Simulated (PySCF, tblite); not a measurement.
# C₃H₁₁NOSi₂: geometry, infrared bands and NMR shifts

What infrared bands and NMR shifts should C₃H₁₁NOSi₂ (`C=CC[Si@@H](O)N[SiH3]`) show?

Computed with tblite 0.8.0 and PySCF 2.14.0, with density-fitted response routines of our own, on a single molecule in the gas phase. Atoms are numbered from 0 throughout.

## (1) Starting geometry

18 atoms, charge 0, multiplicity 1; geometry from: force field or distance geometry start.

Bonds of the start (Å): C0–C1 1.35, C1–C2 1.51, C2–Si3 1.88, Si3–O4 1.67, Si3–N5 1.69, N5–Si6 1.69, C0–H7 1.08, C0–H8 1.08, C1–H9 1.08, C2–H10 1.09, C2–H11 1.10, Si3–H12 1.49, O4–H13 0.98, N5–H14 1.02, Si6–H15 1.47, Si6–H16 1.48, Si6–H17 1.47.

## (2) Relaxing the molecule with GFN2-xTB

Job settings and geometry (Å):

```
{"job": {"kind": "relax", "xc": "GFN2-xTB", "basis": "xTB"}, "charge": 0, "multiplicity": 1}
C      2.989000     0.560500    -0.467600
C      1.649800     0.411500    -0.586500
C      0.915500    -0.822300    -0.112200
Si    -0.403000    -0.499500     1.195100
O      0.242500     0.169400     2.579100
N     -1.552400     0.661000     0.776100
Si    -2.657600     0.049100    -0.343500
H      3.619000    -0.193600    -0.016600
H      3.469400     1.462200    -0.828300
H      1.065600     1.197700    -1.040700
H      1.604700    -1.565300     0.277700
H      0.428600    -1.282000    -0.988500
H     -1.092000    -1.754000     1.609100
H      0.732100     0.996200     2.410700
H     -2.055900     0.926100     1.622800
H     -1.954000    -0.381900    -1.556000
H     -3.409100    -1.064400     0.282300
H     -3.601100     1.135400    -0.654600
```

Launch:

```bash
$ OMP_NUM_THREADS=1 python probes_run.py task.json out
```

One launch serves the whole session: the jobs run in the order shown.

**Question.** This job is followed by: GFN2-xTB harmonic vibrations, gas phase; GIAO PBE0/pcSseg-1 NMR shielding, non-relativistic, gas phase. What will the session give for the following? strongest single infrared mode (GFN2-xTB); zero-point energy (GFN2-xTB); 13C shifts against TMS (PBE0/pcSseg-1); 1H shifts against TMS (PBE0/pcSseg-1, means over atoms taken as alike); 29Si shifts against TMS (PBE0/pcSseg-1); 17O shifts against H2O (PBE0/pcSseg-1); 15N shifts against NH3 (PBE0/pcSseg-1).

**Answer**, as computed:

```
                                                              quantity                                                      value
                             strongest single infrared mode (GFN2-xTB)                                       829 cm⁻¹, 490 km/mol
                                          zero-point energy (GFN2-xTB)                                              82.2 kcal/mol
                                13C shifts against TMS (PBE0/pcSseg-1)                                     143.5, 118.0, 26.0 ppm
1H shifts against TMS (PBE0/pcSseg-1, means over atoms taken as alike)  6.39, 5.27, 5.20, 4.98, 4.74, 2.57, 2.07, 1.56, -0.12 ppm
                               29Si shifts against TMS (PBE0/pcSseg-1)                                           -24.4, -61.3 ppm
                                17O shifts against H2O (PBE0/pcSseg-1)                                                   35.1 ppm
                                15N shifts against NH3 (PBE0/pcSseg-1)                                                   19.9 ppm
```

Relaxing lowered the energy by 0.580 eV in 132 steps; the close pair that moved most is Si3–N5, from 1.686 to 1.733 Å. No mode is imaginary among the 48: a minimum at this level. GFN2-xTB is a fitted tight-binding method: band positions and strengths are rough. Its intensities can rank the bands wrongly. The most deshielded carbon is C1 (alkene CH), at 143.5 ppm: the olefinic region. The most deshielded hydrogen is H9 (hydrogen on an alkene CH), at 6.39 ppm: a vinylic proton, deshielded by the sp2 carbon and the C=C anisotropy. At PBE0/pcSseg-1: The widest tensor belongs to C1: span 245 ppm, with a paramagnetic part of -215 ppm.
